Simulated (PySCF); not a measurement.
**Cs³²⁺: dipole response in even-tempered 18s12p8d4f3g**

Aim: the static polarisability and the C₆ coefficient of Cs³²⁺, method by method.

Method: unrestricted determinants in a Gaussian basis, no spin-orbit coupling in the energies. Code: PySCF 2.14.0.

## (1) The system

| Item | Value |
| --- | --- |
| Element | caesium (Z = 55) |
| Basis | an even-tempered Gaussian basis (18 s from 4.7 bohr⁻², ratio 2.5; 12 p from 6.1 bohr⁻², ratio 2.5; 8 d from 6.1 bohr⁻², ratio 2.5; 4 f from 25 bohr⁻², ratio 2.7; 3 g from 37 bohr⁻², ratio 2.7) |
| Hamiltonian | scalar relativity by spin-free X2C-1e |
| State 1 | Cs³²⁺: [Ar] 3d5, high-spin 6S determinant |
| Methods | UHF |

Outer shells as boxes (Hund's rule):

Cs32+ [Ar] 3d5
```
[Ar] core
3d [↑ ][↑ ][↑ ][↑ ][↑ ]
```

The runs were made by one driver on top of PySCF. The scripts below sum up each run's settings (the driver also hands on starting orbitals that pick excited configurations, and frozen orbitals as a list rather than a count), and the logs come from the driver's own runs. The driver starts from symmetry-adapted Hartree-Fock orbitals, holds the occupation by maximum overlap and uses a logarithmic radial grid for functionals, so a plain start would take other cycles.

The integrals over 149 functions and the set-up took 1.3 s of CPU time.

## (2) Cs³²⁺: UHF

#### UHF

input.py reads:

```python
from pyscf import gto, scf, dft, mp, cc
mol = gto.M(atom="Cs 0 0 0", charge=32, spin=5, symmetry="D2h",
            basis=gto.etbs([(0, 18, 4.7, 2.5), (1, 12, 6.1, 2.5), (2, 8, 6.1, 2.5), (3, 4, 25, 2.7), (4, 3, 37, 2.7)]),
            nucmod="G")
mf = scf.UHF(mol).sfx2c1e()
mf.irrep_nelec = {'Ag': (5, 3), 'B1g': (1, 0), 'B2g': (1, 0), 'B3g': (1, 0), 'B1u': (2, 2), 'B2u': (2, 2), 'B3u': (2, 2)}
mf.kernel()
```

The program printed:

```text
damping factor = 0
level_shift factor = 0
DIIS = <class 'pyscf.scf.diis.CDIIS'>
diis_start_cycle = 1
diis_space = 10
diis_damp = 0
SCF conv_tol = 1e-09
SCF conv_tol_grad = None
number electrons alpha = 14  beta = 9
cycle= 1 E= -7097.10642346718  delta_E= -5.46e-12  |g|= 2.72e-06  |ddm|= 1.19e-06
converged SCF energy = -7097.10642346718  <S^2> = 8.750346  2S+1 = 6.0001153
```

CPU time 30 s on a shared host, the integrals not counted.

The occupied shells:

```csv
shell,electrons,mean orbital energy (eV),spread (eV),rms radius (bohr)
1s α,1,-37615.9,0,0.0298
1s β,1,-37615.4,0,0.0298
2s α,1,-7207.8,0,0.120
2s β,1,-7176.8,0,0.120
2p α,3,-6617.7,0,0.107
2p β,3,-6587.2,0,0.107
3s α,1,-2499.6,0,0.302
3s β,1,-2463.0,0,0.302
3p α,3,-2307.1,0,0.299
3p β,3,-2261.0,0,0.299
3d α,5,-2050.5,0,0.269
```

⟨S²⟩ = 8.750, ⟨L²⟩ = 0.00.

The driver then solved the coupled dipole response at imaginary frequencies: mean α = 0.01114 bohr³, C₆ = 0.001822 au for a like pair.

The p, d and f levels are scalar averages; spin-orbit coupling splits them strongly at this Z.

Radial density 4πr²ρ of Cs³²⁺ at UHF, without picture-change correction:

```csv
r (bohr),density,spin density
0.000412,0.821,0.000
0.000693,1.88,0.000
0.00117,4.23,0.000
0.00196,9.21,0.000
0.00330,19.0,-0.001
0.00555,35.8,-0.002
0.00933,57.7,-0.002
0.0157,72.2,-0.001
0.0264,66.2,0.025
0.0444,66.2,0.334
0.0747,90.2,2.744
0.126,61.4,12.270
0.211,56.0,21.742
0.355,30.2,8.615
0.598,0.991,0.278
1.01,0.00120,0.000
```

## (3) The response side by side

Cs³²⁺, in atomic units:

```csv
method,mean α,C₆ (like pair),S(−4)
UHF,0.01114,0.001822,7.660e-05
```

α(iu) at UHF:

```csv
u (hartree),α(iu) (bohr³)
0,0.01114
2.00,0.01085
4.00,0.01009
8.00,0.008210
12.0,0.006715
16.0,0.005703
20.0,0.005000
30.0,0.003877
40.0,0.003141
60.0,0.002159
100,0.001153
```

## (4) Summary of results

```
  quantity                value
α of Cs³²⁺  0.01114 (UHF) bohr³
```

A single London oscillator with the computed α and C₆ of Cs³²⁺ at UHF would have ω = 4 C₆ / (3 α²) = 19.6 hartree. The basis is finite, and no extrapolation was made.
